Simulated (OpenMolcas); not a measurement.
# One shape, several levels: BH3O3 (boric acid)

Aim: a comparison of 6 runs (HF/STO-3G, HF/def2-SVP, B3LYP/6-31G*, PBE0/def2-SVP, BP86/def2-TZVP, CCSD/def2-SVP) of BH3O3 (boric acid). 

The results are computed with OpenMolcas 26.06.

4 further runs of the same task are left out: 4 set aside as unsound or not needed.

## (1) The structure to begin with

The species is BH3O3 (7 atoms), meant as a singlet with charge 0. SMILES: `OB(O)O`. Geometry: relaxed at PBE0-D4/def2-TZVP. This is a higher conformer, about 20 kJ/mol above the lowest found by a separate search.

Bond lengths: O1–B2 1.367 Å, B2–O3 1.360 Å, B2–O4 1.376 Å, O1–H5 0.957 Å, O3–H6 0.959 Å, O4–H7 0.957 Å. Angles: O1–B2–O3 116.5°, O1–B2–O4 125.2°, O3–B2–O4 118.3°, B2–O1–H5 115.3°, B2–O3–H6 111.6°, B2–O4–H7 115.8°.

## (2) Energy and forces at HF/STO-3G (run 1)

Contents of calc.input:

```
* BH3O3 Hartree-Fock
>>> EXPORT MOLCAS_PRINT=2

&GATEWAY
  BASLIB=$CurrDir
  COORD
  7
  angstrom
  O       -1.109700       0.802600       0.321900
  B       -0.012200      -0.006800       0.228700
  O        0.501200      -0.469300       1.400100
  O        0.600700      -0.381300      -0.945400
  H       -1.457400       1.118600      -0.511500
  H        1.266800      -1.028200       1.254500
  H        0.210500      -0.035700      -1.748300
  BASIS=STO-3G
  GROUP=NoSym

&SEWARD

&SCF
  THRESHOLDS=1e-10 1e-07 1e-07 1e-05
  PRORBITALS=1 2

&ALASKA
```

The basis set STO-3G is read from a file made from the Basis Set Exchange's data (not shown).

Launch:

```bash
$ export MOLCAS_MEM=1860
$ pymolcas calc.input > calc.log
```

Output:

```text
--- Start Module: gateway ---
[...]
--- Stop Module: gateway /rc=_RC_ALL_IS_WELL_ ---
[...]
      Basis functions           23
[...]
--- Start Module: scf ---
[...]
       Convergence after  12 Iterations
[...]
::    Total SCF energy                               -247.7803992584
[...]
      Total spin, S                                     0.0000000000
[...]
      Total electronic charge=   32.000000
      Total            charge=   -0.000000
[...]
      Dipole Moment (debye):
      Origin of the operator (angstrom)=   -0.0039   -0.0127    0.2246
                   X=  2.4126E-02               Y=  1.6617E-01               Z= -2.6624E+00           Total=  2.6677E+00
      Quadrupole Moment (debye*angstrom):
[...]
 *              Molecular gradients               *
 **************************************************
  Irreducible representation: a
 ------------------------------------------------------------------------------------------
                              X                       Y                       Z
 ------------------------------------------------------------------------------------------
  O1               -1.14562952665622E-02    1.10239023050855E-02   -3.62920450727078E-02
  B2                1.48758218850761E-03   -2.21209326750001E-03    1.59070741009355E-02
  O3                2.59270562080731E-02   -1.87433946823852E-02   -7.59924121079969E-03
  O4               -1.64831141724200E-02    1.44828415743614E-02   -3.22530186765881E-02
  H5                5.91935306094671E-03   -6.51547417210008E-03    3.06522613978411E-02
  H6               -2.24645247243820E-02    1.61071515141580E-02    8.55065014700968E-03
  H7                1.70699427058563E-02   -1.41429332716130E-02    2.10343193142943E-02
 ------------------------------------------------------------------------------------------
[...]
```

It took 1.2 s on 1 thread of Intel Xeon 6975P-C (Granite Rapids), shared host; peak memory 0.37 GiB.

## (3) Energy and forces at HF/def2-SVP (run 2)

Contents of mol.xyz:

```xyz
7

O     -1.109700     0.802600     0.321900
B     -0.012200    -0.006800     0.228700
O      0.501200    -0.469300     1.400100
O      0.600700    -0.381300    -0.945400
H     -1.457400     1.118600    -0.511500
H      1.266800    -1.028200     1.254500
H      0.210500    -0.035700    -1.748300
```

Contents of run.input:

```
* BH3O3 Hartree-Fock
>>> EXPORT MOLCAS_PRINT=2

&gateway
  baslib=$CurrDir
  coord=mol.xyz
  basis=def2-SVP
  group=NoSym

&seward

&scf
  thresholds=1e-10 1e-07 1e-07 1e-05
  prorbitals=1 2

&alaska
```

The basis set def2-SVP is read from a file made from the Basis Set Exchange's data (not shown).

Launch:

```bash
$ export MOLCAS_MEM=1860
$ pymolcas run.input > run.log
```

Output:

```text
--- Start Module: gateway ---
[...]
--- Stop Module: gateway /rc=_RC_ALL_IS_WELL_ ---
[...]
      Basis functions           71
[...]
--- Start Module: scf ---
[...]
       Convergence after  13 Iterations
[...]
::    Total SCF energy                               -250.9949904753
[...]
      Total spin, S                                     0.0000000000
[...]
      Total electronic charge=   32.000000
      Total            charge=   -0.000000
[...]
      Dipole Moment (debye):
      Origin of the operator (angstrom)=   -0.0039   -0.0127    0.2246
                   X=  2.3582E-03               Y=  2.3146E-01               Z= -3.3721E+00           Total=  3.3801E+00
      Quadrupole Moment (debye*angstrom):
[...]
 *              Molecular gradients               *
 **************************************************
  Irreducible representation: a
 ------------------------------------------------------------------------------------------
                              X                       Y                       Z
 ------------------------------------------------------------------------------------------
  O1               -2.94779206189055E-03    7.33303820917186E-04    2.11446418711594E-02
  B2               -7.92625756472320E-04    1.09689665081883E-03   -7.43936228320474E-03
  O3               -1.15452591638741E-02    7.66228846769090E-03    1.32802932374450E-02
  O4                1.47154153905600E-02   -1.13342661582836E-02    5.70223306039708E-03
  H5               -5.02721218503988E-03    4.80443624681470E-03   -1.54506191388357E-02
  H6                1.33348978158869E-02   -9.64739739825404E-03   -3.76466109229329E-03
  H7               -7.73742403909994E-03    6.68473837035943E-03   -1.34725256545796E-02
 ------------------------------------------------------------------------------------------
[...]
```

It took 3.6 s on 1 thread of Intel Xeon 6975P-C (Granite Rapids), shared host; peak memory 0.42 GiB.

Runs 3 to 5 aren't shown in full; the table further down has their settings and results.

## (4) The energy at CCSD/def2-SVP (run 6)

Contents of calc.inp:

```
&gateway
baslib=$CurrDir
coord
7
angstrom
O       -1.109700       0.802600       0.321900
B       -0.012200      -0.006800       0.228700
O        0.501200      -0.469300       1.400100
O        0.600700      -0.381300      -0.945400
H       -1.457400       1.118600      -0.511500
H        1.266800      -1.028200       1.254500
H        0.210500      -0.035700      -1.748300
basis=def2-SVP
group=NoSym
&seward
&scf
thresholds=1e-10 1e-07 1e-07 1e-05
prorbitals=1 2
&rasscf
fileorb=$Project.ScfOrb
spin=1
nactel=0 0 0
inactive=16
ras2=0
outorbitals=Canonical
orblisting=NoCore
&motra
jobiph
frozen=4
&ccsdt
ccsd
iterations=80
accuracy=1e-08
extrapolation=5 4
```

The basis set def2-SVP is read from a file made from the Basis Set Exchange's data (not shown).

Launch:

```bash
$ export MOLCAS_MEM=1860
$ pymolcas calc.inp > calc.log
```

Output:

```text
--- Start Module: gateway ---
[...]
--- Stop Module: gateway /rc=_RC_ALL_IS_WELL_ ---
[...]
      Basis functions           71
[...]
       Convergence after  13 Iterations
[...]
::    Total SCF energy                               -250.9949904753
[...]
      Total spin, S                                     0.0000000000
[...]
      Number of active orbitals                  0
[...]
      Spin quantum number                      0.0
[...]
      Active orbitals                            0
[...]
      Number of CSFs                             1
[...]
      Number of root(s) required                 1
[...]
      Convergence after  4 iterations
[...]
      Natural orbitals and occupation numbers for root  1
      ************************************************************************************************************************
      *                                                    Final results                                                     *
      ************************************************************************************************************************
[...]
::    RASSCF root number  1 Total energy:   -250.99499048
[...]
      Total electronic charge=   32.000000
      Total            charge=   -0.000000
[...]
      Dipole Moment (debye):
      Origin of the operator (angstrom)=   -0.0039   -0.0127    0.2246
                   X=  2.3582E-03               Y=  2.3146E-01               Z= -3.3721E+00           Total=  3.3801E+00
      Quadrupole Moment (debye*angstrom):
[...]
--- Start Module: motra ---
[...]
--- Stop Module: motra /rc=_RC_ALL_IS_WELL_ ---
--- Start Module: ccsdt ---
[...]
      Convergence after                    16  Iterations
      Total energy (diff) :    -251.65150624       0.00000000
[...]
--- Stop Module: ccsdt /rc=_RC_ALL_IS_WELL_ ---
[...]
```

Run time: 19 s. Hardware: 1 thread of Intel Xeon 6975P-C (Granite Rapids), shared host; peak memory 0.42 GiB.

## (5) All runs side by side

```csv
run,level,Cartesian functions,integration grid,energy (Eh),dipole moment (D) of the reference,HOMO energy (eV),LUMO energy (eV),wall time
1,HF/STO-3G,no,–,-247.780399,2.67,-10.04,10.86,1.2 s
2,HF/def2-SVP,no,–,-250.994990,3.38,-13.48,4.01,3.6 s
3,B3LYP/6-31G* (Cartesian functions),yes,UltraFine,-252.466375,3.13,-8.32,1.05,17 s
4,PBE0/def2-SVP,no,UltraFine,-252.021850,3.13,-8.81,0.94,17 s
5,BP86/def2-TZVP,no,UltraFine,-252.594507,2.94,-7.55,-0.61,82 s
6,CCSD/def2-SVP,no,–,-251.651506,3.38,-13.48,4.01,19 s
```

## (6) Outcome

```
                                          quantity          value
                               run 6: total energy  -251.65151 Eh
         run 6: dipole moment (mean-field density)         3.38 D
        run 6: HOMO energy (Hartree–Fock orbitals)      -13.48 eV
        run 6: LUMO energy (Hartree–Fock orbitals)        4.01 eV
      run 6: HOMO–LUMO gap (Hartree–Fock orbitals)       17.49 eV
run 6: correlation energy (4 core orbitals frozen)     -656.5 mEh
```

In words: Over runs 1, 2, 3, 4, 5 the dipole moment (its size) runs from 2.67 D (HF/STO-3G) to 3.38 D (HF/def2-SVP). Over runs 1, 2, 3, 4, 5 the HOMO–LUMO gap runs from 6.93 eV (BP86/def2-TZVP) to 20.89 eV (HF/STO-3G). The two ends differ in method and basis. Totals of different functionals can't be ranked against each other. In run 1 the basis is minimal, so the values are rough. All runs together took 2.3 min, the longest 82 s.
